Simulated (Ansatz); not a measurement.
Below is the output of a Python script on Ansatz 0.2.0 through its Python package that makes a convergence test of the plane-wave cutoff of MgC₂, space group P4_2/mnm. Write a script that gives it. Use (first run): PBE, PAW, cutoff 250 eV, 5×5×4 k-points, fixed occupations. The script varies cutoff (eV): 250, 300, 350, 400, 450.

The script reads `mgc2.cif`:
```cif
data_MgC2
_cell_length_a 3.950777
_cell_length_b 3.950777
_cell_length_c 4.987089
_cell_angle_alpha 90.00000
_cell_angle_beta 90.00000
_cell_angle_gamma 90.00000
_symmetry_space_group_name_H-M 'P 1'
_symmetry_Int_Tables_number 1
loop_
_symmetry_equiv_pos_as_xyz
'x, y, z'
loop_
_atom_site_label
_atom_site_type_symbol
_atom_site_fract_x
_atom_site_fract_y
_atom_site_fract_z
Mg1 Mg    0.500000    0.500000    0.000000
Mg2 Mg    0.000000    0.000000    0.500000
C3 C    0.887655    0.887655    0.000000
C4 C    0.612345    0.387655    0.500000
C5 C    0.112345    0.112345    0.000000
C6 C    0.387655    0.612345    0.500000
```

`python ecut_mgc2.py` gives:
```text
DeckWarning: basis.ecutwfc = 250 eV is below the records' recommended 420 eV, and the density's cutoff is lower with it unless basis.ecutrho_ratio is high enough to keep the records' density cutoff: compare with a run at a higher cutoff
DeckWarning: basis.ecutwfc = 300 eV is below the records' recommended 420 eV, and the density's cutoff is lower with it unless basis.ecutrho_ratio is high enough to keep the records' density cutoff: compare with a run at a higher cutoff
DeckWarning: basis.ecutwfc = 350 eV is below the records' recommended 420 eV, and the density's cutoff is lower with it unless basis.ecutrho_ratio is high enough to keep the records' density cutoff: compare with a run at a higher cutoff
DeckWarning: basis.ecutwfc = 400 eV is below the records' recommended 420 eV, and the density's cutoff is lower with it unless basis.ecutrho_ratio is high enough to keep the records' density cutoff: compare with a run at a higher cutoff
  cutoff (eV)    F/atom (eV)    iterations    P (GPa)    max force (eV/A)    plane waves
-------------  -------------  ------------  ---------  ------------------  -------------
          250      -807.7400             6     1.2116              0.2805            701
          300      -808.0425             6     0.2177              0.0990            911
          350      -808.1195             6    -0.1585              0.0340           1175
          400      -808.1377             6    -0.3214              0.0765           1417
          450      -808.1411             6    -0.3444              0.0847           1673
250: +401.11 meV/atom
300: +98.57 meV/atom
350: +21.65 meV/atom
400: +3.37 meV/atom
```
(Warnings from the package without file and line.)

The script that was run (others could print the same):

Script `ecut_mgc2.py`:
```python
'''Convergence of MgC2 with the plane-wave cutoff.'''

import ansatz as az
from ase.io import read
from tabulate import tabulate

atoms = read('mgc2.cif')
crystal = az.Crystal.from_ase(atoms)

setup = crystal.calculation().functional('PBE').kpoints(mesh=(5, 5, 4)).occupations('fixed').forces().stress()

rows = []
for value in [250, 300, 350, 400, 450]:
    data = setup.basis(value).run().report
    rows.append((value, data['free_energy_ev'] / len(data['lattice']['sites']), data['n_iterations'], sum(data['stress_gpa'][i][i] for i in range(3)) / 3, max(abs(f) for row in data['forces_ev_ang'] for f in row), data['n_pw']))

print(tabulate(rows, headers=['cutoff (eV)', 'F/atom (eV)', 'iterations', 'P (GPa)', 'max force (eV/A)', 'plane waves'], floatfmt='.4f', tablefmt='simple'))

# the last row is the reference
for row in rows[:-1]:
    shift = 1000 * (row[1] - rows[-1][1])
    print(f'{row[0]}: {shift:+.2f} meV/atom' + ('  (within 2 meV)' if abs(shift) < 2 else ''))
```

Caveats:
- Pressure is positive in compression.
- This cell is a computed structure, which may not be the phase found in nature.
- Shifts are counted from the last row, which is itself no proven limit.
- Cost: roughly 3 core-seconds.

(Lines on the test bed's own set-up are left out of the output.)
